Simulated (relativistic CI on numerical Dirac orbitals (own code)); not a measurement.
# Gd²¹⁺: E1 transition arrays

Aim: all E1 lines from the first configuration of Gd²¹⁺, summed into arrays with their mean energies and widths.

Method: Dirac-Coulomb-Breit CI, KLI orbitals optimised for each configuration, model QED (radiative potential, 1s self-energy scaled to tabulated hydrogen-like ionisation energies), valence Slater integrals scaled by 0.9, whole transition arrays. Code: relativistic CI on numerical Dirac orbitals (own code) version 3.

**1. What is computed**

* ion: Gd²¹⁺ (Gd XXII)
* nuclear charge: 64
* electrons: 43
* isotope: A = 158
* configurations: [Kr] 4d7; [Kr] 4d6 4f; [Ar] 3d10 4s2 4p5 4d8; [Kr] 4d6 5p; [Kr] 4d6 5f

The outer shells:

[Kr] 4d7
```
[Kr] core
4d [↑↓][↑↓][↑ ][↑ ][↑ ]
```

**2. Main run**

The run's settings:

```ini
atom Gd  Z=64  charge=21  electrons=43
nucleus A=158  rms_radius_fm=5.1569
hamiltonian dirac-coulomb  breit=on  qed=on  c_scale=1
orbitals kli  potential=per-configuration
slater_scale 0.9
correlation none
mixing on
configurations
  [Kr] 4d7
  [Kr] 4d6 4f
  [Ar] 3d10 4s2 4p5 4d8
  [Kr] 4d6 5p
  [Kr] 4d6 5f
end
arrays E1 from the first configuration
```

Results of the run (chosen fields of its result record, rounded):

```text
{
  "status": "converged",
  "arrays [upper, lines, gf_sum, mean_eV, sigma_eV, strongest_nm]": [
    ["4p6 4d6 4f", 3007, 796.4, 181.694, 5.983, 6.774],
    ["4p5 4d8", 284, 51.7, 180.562, 19.82, 6.577],
    ["4p6 4d6 5p", 1718, 83.14, 256.228, 4.424, 4.839],
    ["4p6 4d6 5f", 2825, 122.2, 372.251, 4.403, 3.285]
  ],
  "bins [nm, gf per state]": [
    [3.25, 0.2712],
    [3.35, 0.7259],
    [3.45, 0.01977],
    [3.55, 0.0001161],
    [3.65, 9.614e-07],
    [3.75, 0],
    [3.85, 0],
    [3.95, 0],
    [4.05, 0],
    [4.15, 0],
    [4.25, 5.595e-06],
    [4.35, 6.68e-05],
    [4.45, 0.0007583],
    [4.55, 0.004719],
    [4.65, 0.03087],
    [4.75, 0.1255],
    [4.85, 0.3964],
    [4.95, 0.113],
    [5.05, 0.01612],
    [5.15, 0.004578],
    [5.25, 0.0006883],
    [5.35, 0.000122],
    [5.45, 1.785e-05],
    [5.55, 5.383e-06],
    [5.65, 1.14e-06],
    [5.75, 0],
    [5.85, 7.901e-06],
    [5.95, 0.0002499],
    "... 11 more rows left out ..."
  ],
  "bin_width [nm]": 0.1,
  "all_arrays": [7834, 1053.47, 209.628, 62.6188, 6.77446],
  "strongest [nm, gf, J2_lower, J2_upper, upper]": [
    [6.7745, 33.51, 11, 13, "4p6 4d6 4f"],
    [6.7967, 28.37, 9, 11, "4p6 4d6 4f"],
    [6.7975, 27.46, 9, 11, "4p6 4d6 4f"],
    [6.8415, 22.55, 9, 9, "4p6 4d6 4f"],
    [6.7979, 21.04, 7, 9, "4p6 4d6 4f"],
    [6.8183, 19.63, 7, 9, "4p6 4d6 4f"],
    [6.7807, 19.5, 9, 11, "4p6 4d6 4f"],
    [6.8928, 17.14, 9, 7, "4p6 4d6 4f"],
    [6.9152, 16.8, 11, 11, "4p6 4d6 4f"],
    [6.8183, 16.3, 5, 7, "4p6 4d6 4f"],
    [6.8654, 15.39, 9, 9, "4p6 4d6 4f"],
    [6.6283, 15.15, 5, 7, "4p6 4d6 4f"]
  ],
  "configurations [conf, odd, states]": [
    ["4p6 4d7", 0, 120],
    ["4p6 4d6 4f", 1, 2940],
    ["4p5 4d8", 1, 270],
    ["4p6 4d6 5p", 1, 1260],
    ["4p6 4d6 5f", 1, 2940]
  ]
}
```

Wall time 0.69 s (1 thread, shared host).

**3. Without configuration mixing**

The settings differ from step 2 so:

```diff
@@ -6,3 +6,3 @@
 correlation none
-mixing on
+mixing off
 configurations
```

Result record:

```text
{
  "status": "converged",
  "arrays [upper, lines, gf_sum, mean_eV, sigma_eV, strongest_nm]": [
    ["4p6 4d6 4f", 2825, 622, 176.273, 6.843, 6.772],
    ["4p5 4d8", 466, 163.7, 155.466, 16.42, 7.066],
    ["4p6 4d6 5p", 1718, 97.07, 256.446, 4.385, 4.839],
    ["4p6 4d6 5f", 2825, 132.1, 372.162, 4.413, 3.285]
  ],
  "bins [nm, gf per state]": [
    [3.3, 1.077],
    [3.5, 0.0227],
    [3.7, 1.18e-06],
    [3.9, 0],
    [4.1, 0],
    [4.3, 8.28e-05],
    [4.5, 0.00753],
    [4.7, 0.1971],
    [4.9, 0.582],
    [5.1, 0.02138],
    [5.3, 0.0008146],
    [5.5, 2.159e-05],
    [5.7, 8.735e-07],
    [5.9, 0],
    [6.1, 0.0001104],
    [6.3, 0.001368],
    [6.5, 0.01966],
    [6.7, 0.64],
    [6.9, 2.371],
    [7.1, 1.405],
    [7.3, 0.6749],
    [7.5, 0.4109],
    [7.7, 0.174],
    [7.9, 0.05601],
    [8.1, 0.05971],
    [8.3, 0.07494],
    [8.5, 0.1749],
    [8.7, 0.1328],
    "... 1 more rows left out ..."
  ],
  "bin_width [nm]": 0.2,
  "all_arrays": [7834, 1014.88, 206.082, 69.764, 6.7725],
  "strongest [nm, gf, J2_lower, J2_upper, upper]": [
    [6.7725, 33.11, 11, 13, "4p6 4d6 4f"],
    [6.7996, 27.49, 9, 11, "4p6 4d6 4f"],
    [6.8044, 27.08, 9, 11, "4p6 4d6 4f"],
    [6.8245, 25.94, 9, 11, "4p6 4d6 4f"],
    [7.0136, 20.23, 11, 11, "4p6 4d6 4f"],
    [6.8446, 19.92, 7, 9, "4p6 4d6 4f"],
    [6.8023, 19.27, 7, 9, "4p6 4d6 4f"],
    [6.8457, 19.07, 7, 9, "4p6 4d6 4f"],
    [6.8529, 13.97, 5, 7, "4p6 4d6 4f"],
    [6.9526, 13.97, 5, 7, "4p6 4d6 4f"],
    [7.122, 13.04, 9, 9, "4p6 4d6 4f"],
    [7.1192, 12.93, 9, 9, "4p6 4d6 4f"]
  ],
  "configurations [conf, odd, states]": [
    ["4p6 4d7", 0, 120],
    ["4p6 4d6 4f", 1, 2940],
    ["4p5 4d8", 1, 270],
    ["4p6 4d6 5p", 1, 1260],
    ["4p6 4d6 5f", 1, 2940]
  ]
}
```

Wall time 0.7 s (1 thread, shared host).

**4. Slater integrals scaled by 1**

The settings differ from step 3 so:

```diff
@@ -4,5 +4,5 @@
 orbitals kli  potential=per-configuration
-slater_scale 0.9
+slater_scale 1
 correlation none
-mixing off
+mixing on
 configurations
```

Result record:

```text
{
  "status": "converged",
  "arrays [upper, lines, gf_sum, mean_eV, sigma_eV, strongest_nm]": [
    ["4p6 4d6 4f", 3016, 833.2, 185.238, 5.843, 6.65],
    ["4p5 4d8", 275, 32.22, 179.2, 25.63, 6.469],
    ["4p6 4d6 5p", 1718, 81.14, 256.295, 4.659, 4.841],
    ["4p6 4d6 5f", 2825, 122.1, 372.334, 4.623, 3.281]
  ],
  "bins [nm, gf per state]": [
    [3.25, 0.2754],
    [3.35, 0.7121],
    [3.45, 0.02702],
    [3.55, 0.0001768],
    [3.65, 2.214e-06],
    [3.75, 0],
    [3.85, 0],
    [3.95, 0],
    [4.05, 0],
    [4.15, 0],
    [4.25, 2.335e-05],
    [4.35, 0.0001116],
    [4.45, 0.00104],
    [4.55, 0.007037],
    [4.65, 0.0289],
    [4.75, 0.1382],
    [4.85, 0.3805],
    [4.95, 0.09767],
    [5.05, 0.01605],
    [5.15, 0.005358],
    [5.25, 0.001068],
    [5.35, 0.0001353],
    [5.45, 4.113e-05],
    [5.55, 6e-06],
    [5.65, 1.358e-06],
    [5.75, 9.73e-06],
    [5.85, 0.0002746],
    [5.95, 0.002639],
    "... 10 more rows left out ..."
  ],
  "bin_width [nm]": 0.1,
  "all_arrays": [7834, 1068.66, 211.82, 61.0453, 6.65023],
  "strongest [nm, gf, J2_lower, J2_upper, upper]": [
    [6.6502, 34.21, 11, 13, "4p6 4d6 4f"],
    [6.672, 28.97, 9, 11, "4p6 4d6 4f"],
    [6.676, 28.04, 9, 11, "4p6 4d6 4f"],
    [6.718, 23.25, 9, 9, "4p6 4d6 4f"],
    [6.6748, 21.23, 7, 9, "4p6 4d6 4f"],
    [6.6941, 20.81, 7, 9, "4p6 4d6 4f"],
    [6.6565, 20, 9, 11, "4p6 4d6 4f"],
    [6.7721, 17.74, 9, 7, "4p6 4d6 4f"],
    [6.7977, 17.28, 11, 11, "4p6 4d6 4f"],
    [6.5168, 16.02, 5, 7, "4p6 4d6 4f"],
    [6.7453, 16.02, 9, 9, "4p6 4d6 4f"],
    [6.6096, 15.76, 7, 9, "4p6 4d6 4f"]
  ],
  "configurations [conf, odd, states]": [
    ["4p6 4d7", 0, 120],
    ["4p6 4d6 4f", 1, 2940],
    ["4p5 4d8", 1, 270],
    ["4p6 4d6 5p", 1, 1260],
    ["4p6 4d6 5f", 1, 2940]
  ]
}
```

It took 0.69 s on 1 thread, shared host.

**5. Slater integrals scaled by 0.8**

The settings differ from step 4 so:

```diff
@@ -4,3 +4,3 @@
 orbitals kli  potential=per-configuration
-slater_scale 1
+slater_scale 0.8
 correlation none
```

Result record, shortened:

```text
{
  "status": "converged",
  "arrays [upper, lines, gf_sum, mean_eV, sigma_eV, strongest_nm]": [
    ["4p6 4d6 4f", 2958, 744, 178.041, 5.648, 6.903],
    ["4p5 4d8", 333, 86.89, 179.9, 16.33, 6.741],
    ["4p6 4d6 5p", 1718, 85.01, 256.158, 4.205, 4.837],
    ["4p6 4d6 5f", 2825, 122.4, 372.169, 4.195, 3.288]
  ],
  "bins [nm, gf per state]": [
    [3.25, 0.2753],
    [3.35, 0.7292],
    [3.45, 0.0143],
    [3.55, 6.314e-05],
    [3.65, 1.334e-07],
    [3.75, 0],
    [3.85, 0],
    [3.95, 0],
    [4.05, 0],
    [4.15, 0],
    [4.25, 5.173e-07],
    [4.35, 5.397e-05],
    [4.45, 0.0005765],
    [4.55, 0.003314],
    [4.65, 0.03225],
    [4.75, 0.1177],
    [4.85, 0.4167],
    [4.95, 0.1202],
    [5.05, 0.01339],
    [5.15, 0.003478],
    [5.25, 0.0005484],
    [5.35, 0.0001086],
    [5.45, 1.39e-05],
    [5.55, 8.575e-07],
    [5.65, 1.954e-07],
    [5.75, 0],
    [5.85, 0],
    [5.95, 5.379e-06],
    "... 15 more rows left out ..."
  ],
  "bin_width [nm]": 0.1,
  "all_arrays": [7834, 1038.28, 207.472, 64.2177, 6.90321],
  "strongest [nm, gf, J2_lower, J2_upper, upper]": [
    [6.9032, 32.81, 11, 13, "4p6 4d6 4f"],
    [6.9259, 27.75, 9, 11, "4p6 4d6 4f"],
    [6.9233, 26.84, 9, 11, "4p6 4d6 4f"],
    [6.9692, 21.43, 9, 9, "4p6 4d6 4f"],
    [6.9254, 20.85, 7, 9, "4p6 4d6 4f"],
    [6.9094, 18.98, 9, 11, "4p6 4d6 4f"],
    [6.9471, 18.15, 7, 9, "4p6 4d6 4f"],
    [6.9437, 16.98, 5, 7, "4p6 4d6 4f"],
    [7.0363, 16.29, 11, 11, "4p6 4d6 4f"],
    [6.9372, 15.95, 5, 7, "4p6 4d6 4f"],
    [6.989, 14.62, 9, 9, "4p6 4d6 4f"],
    [6.7413, 14.16, 5, 7, "4p5 4d8"]
  ],
  "configurations [conf, odd, states]": [
    ["4p6 4d7", 0, 120],
    ["4p6 4d6 4f", 1, 2940],
    ["4p5 4d8", 1, 270],
    ["4p6 4d6 5p", 1, 1260],
    ["4p6 4d6 5f", 1, 2940]
  ]
}
```

It took 0.69 s on 1 thread, shared host.

**6. The runs side by side**

The array to 4p6 4d6 4f, the strongest of the main run, in each run:

| run | time | mean (eV) | width (eV) | gf sum | strongest line (nm) | strongest array of the run |
| --- | --- | --- | --- | --- | --- | --- |
| main run | 0.69 s | 181.69 | 5.98 | 796.4 | 6.774 | 4p6 4d6 4f |
| without configuration mixing | 0.7 s | 176.27 | 6.84 | 622.0 | 6.772 | 4p6 4d6 4f |
| Slater integrals scaled by 1 | 0.69 s | 185.24 | 5.84 | 833.2 | 6.650 | 4p6 4d6 4f |
| Slater integrals scaled by 0.8 | 0.69 s | 178.04 | 5.65 | 744.0 | 6.903 | 4p6 4d6 4f |

**7. Results**

| quantity | value |
| --- | --- |
| strongest array, main run | to 4p6 4d6 4f, 3007 lines |
| its mean and width | 181.7 ± 6.0 eV (6.82 nm) |
| its share of all gf | 76 % |
| lines in all | 7834 |

In words: The array to 4p6 4d6 4f carries 76 % of the oscillator strength, around 6.82 nm. Configuration mixing moves its mean by +5.42 eV and changes its gf sum by +28 %. All levels of the first configuration count with their statistical weight; no plasma population is modelled.
